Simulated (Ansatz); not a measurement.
**ReSb (NiAs type): other levels of theory at one geometry**

The task here is to estimate one member of a computed series from the others.

Method: DFT at several levels, plane waves, PAW, in Ansatz 0.2.0.

1 further run of the same task is left out (it didn't finish). Runs told in other sessions of the task aren't counted.

## The structure to begin with

It takes space group P6_3/mmc (No. 194, hexagonal). The conventional cell has a = 4.323 Å, b = 4.323 Å, c = 5.115 Å, α = 90.00°, β = 90.00°, γ = 120.00°. Around Re (site symmetry -3m) lie 2 Re at 2.56 Å and 6 Sb at 2.80 Å. Sb (site symmetry -6m2) has 6 Re at 2.80 Å in its first shell of neighbours.

Structure file:

```
CELL_PARAMETERS angstrom
4.32313 0.00000 0.00000
-2.16157 3.74394 0.00000
0.00000 0.00000 5.11456
ATOMIC_POSITIONS crystal
Re 0.00000 0.00000 0.00000
Re 0.00000 0.00000 0.50000
Sb 0.33333 0.66667 0.25000
Sb 0.66667 0.33333 0.75000
```

An earlier run at PBE left this cell at 20.696 Å³/atom and 0.00 GPa (10×10×6 mesh), metallic.

Levels to run: PBE+SOC; r²SCAN; PBEsol; LDA. Hardware: 2 threads of Arm Neoverse V2, shared host.

The first run:

Contents of input.yaml:

```yaml
crystal:
  lattice:
    - [4.3231342017, 0.0, 0.0]
    - [-2.1615671008, 3.7439440426, 0.0]
    - [0.0, 0.0, 5.114560295]
  atoms:
    - { symbol: Re, position: [0.0, 0.0, 0.0] }
    - { symbol: Re, position: [0.0, 0.0, 0.5] }
    - { symbol: Sb, position: [0.3333333333, 0.6666666667, 0.25] }
    - { symbol: Sb, position: [0.6666666667, 0.3333333333, 0.75] }
basis:
  ecutwfc: 420
  ecutrho_ratio: 4
kpoints:
  mp_grid: { grid: [10, 10, 6] }
hamiltonian:
  xc: pbe
scf:
  occupations: { method: gaussian, width: 0.05 }
output:
  forces: true
  stress: true
  eigenvalues: true
  populations: true
  dos: { projected: true, de: 0.02 }
  write_density: true
  write_potential: true
  elf: true
  volumetric_format: npy
magnetization:
  noncollinear: true
  spin_orbit: true
```

Run with:

```console
> ansatz run input.yaml --threads 2 --pin off --max-ram 2662MiB --backend cpu --events-out ev --progress --plain --runs-dir out
```

Among the steps run: PBE+SOC; r²SCAN; PBEsol; LDA.

One of the session's tables, all rows but one given; the rest of the session is left out.

| level | pressure (GPa) |
| --- | --- |
| PBE | 0.0 |
| LDA | -8.4 |
| PBEsol | -5.5 |
| PBE+SOC | ? |
| r²SCAN | -3.0 |

**Question.** Estimate the row for PBE+SOC.

As computed: pressure (GPa): 0.5. In the column «pressure (GPa)» it is the highest.

The pressure runs from -8.4 GPa (LDA) to 0.5 GPa (PBE+SOC); a negative pressure means that level wants a smaller cell, a positive one a larger cell. Total energies of different levels have different zeros and can't be compared.
